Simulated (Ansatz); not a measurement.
# In28Ga4As28Sb4: the cost of one run

Method: density functional theory in Ansatz 0.2.0, PAW datasets, plane waves.

## 1. Starting point

64 atoms (28 In, 4 Ga, 28 As, 4 Sb); a = 12.181 Å, b = 12.181 Å, c = 12.181 Å, α = 90.00°, β = 90.00°, γ = 90.00°. All atoms were shaken off their sites by about 0.02 Å along each axis.

The runs, in order: (2) PBEsol cell relaxation at the single k point (¼, ¼, ¼), on 1 × NVIDIA GB200 with 8 threads of Arm Neoverse-V2.

## 2. Relaxing cell and atoms with PBEsol

File in.yaml:

```yaml
crystal:
  lattice:
    - [12.180928, 0.000000, 0.000000]
    - [0.000000, 12.180928, 0.000000]
    - [0.000000, 0.000000, 12.180928]
  atoms:
    - { symbol: In, position: [0.000052, 0.999336, 0.000294] }
    - { symbol: In, position: [0.998271, 0.000252, 0.498087] }
    - { symbol: In, position: [0.997823, 0.499967, 0.001561] }
    - { symbol: In, position: [0.997231, 0.500852, 0.499610] }
    - { symbol: In, position: [0.500230, 0.000581, 0.999852] }
    - { symbol: In, position: [0.499986, 0.998233, 0.497402] }
    - { symbol: In, position: [0.500414, 0.500458, 0.499301] }
    - { symbol: In, position: [0.248673, 0.250021, 0.003224] }
    - { symbol: In, position: [0.247888, 0.252106, 0.499257] }
    - { symbol: In, position: [0.250914, 0.749607, 0.500201] }
    - { symbol: In, position: [0.747861, 0.247889, 0.500862] }
    - { symbol: In, position: [0.751706, 0.749929, 0.999991] }
    - { symbol: In, position: [0.749445, 0.751586, 0.499273] }
    - { symbol: In, position: [0.251547, 0.998498, 0.249785] }
    - { symbol: In, position: [0.252164, 0.996374, 0.748572] }
    - { symbol: In, position: [0.248999, 0.500594, 0.247883] }
    - { symbol: In, position: [0.251542, 0.501209, 0.750228] }
    - { symbol: In, position: [0.749295, 0.998206, 0.251142] }
    - { symbol: In, position: [0.751035, 0.998608, 0.752401] }
    - { symbol: In, position: [0.749033, 0.499672, 0.252520] }
    - { symbol: In, position: [0.751991, 0.499471, 0.753812] }
    - { symbol: In, position: [0.001691, 0.251946, 0.251364] }
    - { symbol: In, position: [0.998836, 0.249243, 0.747556] }
    - { symbol: In, position: [0.000339, 0.750425, 0.250448] }
    - { symbol: In, position: [0.998167, 0.752758, 0.751403] }
    - { symbol: In, position: [0.500358, 0.249943, 0.248632] }
    - { symbol: In, position: [0.501485, 0.249009, 0.747308] }
    - { symbol: In, position: [0.501573, 0.751870, 0.249819] }
    - { symbol: Ga, position: [0.501278, 0.498452, 0.000003] }
    - { symbol: Ga, position: [0.248171, 0.751293, 0.997935] }
    - { symbol: Ga, position: [0.748986, 0.251494, 0.001374] }
    - { symbol: Ga, position: [0.499229, 0.749655, 0.752403] }
    - { symbol: As, position: [0.122926, 0.126992, 0.124172] }
    - { symbol: As, position: [0.125060, 0.126192, 0.625645] }
    - { symbol: As, position: [0.124581, 0.622467, 0.123043] }
    - { symbol: As, position: [0.124987, 0.620099, 0.627963] }
    - { symbol: As, position: [0.624677, 0.124839, 0.124486] }
    - { symbol: As, position: [0.623890, 0.124482, 0.626492] }
    - { symbol: As, position: [0.624006, 0.626157, 0.125791] }
    - { symbol: As, position: [0.622514, 0.628408, 0.625018] }
    - { symbol: As, position: [0.375670, 0.374322, 0.125212] }
    - { symbol: As, position: [0.378560, 0.374433, 0.624106] }
    - { symbol: As, position: [0.375523, 0.874901, 0.126585] }
    - { symbol: As, position: [0.375625, 0.876045, 0.624990] }
    - { symbol: As, position: [0.875209, 0.372413, 0.125691] }
    - { symbol: As, position: [0.874444, 0.373522, 0.627168] }
    - { symbol: As, position: [0.874939, 0.871626, 0.625704] }
    - { symbol: As, position: [0.376202, 0.125036, 0.374515] }
    - { symbol: As, position: [0.376635, 0.123367, 0.871211] }
    - { symbol: As, position: [0.372969, 0.625308, 0.873183] }
    - { symbol: As, position: [0.876973, 0.622792, 0.376157] }
    - { symbol: As, position: [0.875974, 0.622621, 0.875860] }
    - { symbol: As, position: [0.124950, 0.371347, 0.374732] }
    - { symbol: As, position: [0.128114, 0.373924, 0.875641] }
    - { symbol: As, position: [0.125703, 0.873219, 0.376561] }
    - { symbol: As, position: [0.125635, 0.875003, 0.875345] }
    - { symbol: As, position: [0.625667, 0.375297, 0.377078] }
    - { symbol: As, position: [0.625630, 0.373253, 0.875432] }
    - { symbol: As, position: [0.624904, 0.875100, 0.374996] }
    - { symbol: As, position: [0.626467, 0.876067, 0.873678] }
    - { symbol: Sb, position: [0.871681, 0.874880, 0.126944] }
    - { symbol: Sb, position: [0.373503, 0.625087, 0.377365] }
    - { symbol: Sb, position: [0.873117, 0.125386, 0.376254] }
    - { symbol: Sb, position: [0.874572, 0.125508, 0.874645] }
  symmetry: { detect: false }
kpoints:
  mp_grid: { grid: [1, 1, 1], shift: [0.25, 0.25, 0.25] }
hamiltonian:
  xc: pbesol
scf:
  occupations: { method: fermi_dirac, width: 0.01 }
relax:
  f_tol: 0.03
  max_steps: 80
  escape_saddle: false
  adjacent_minimum: "off"
  cell: { fix: [shape] }
output:
  forces: true
  eigenvalues: true
  populations: true
```

Run with:

```bash
ansatz run in.yaml --threads 8 --pin off --max-ram 118750MiB --runs-dir r --events-out ev --progress --plain --backend cuda --devices 0, --max-vram 170GiB
```

What time and memory should one allow on 1 × NVIDIA GB200 with 8 threads of Arm Neoverse-V2, shared host?

About 6.3 s, with a peak of 2.3 GiB on the host.
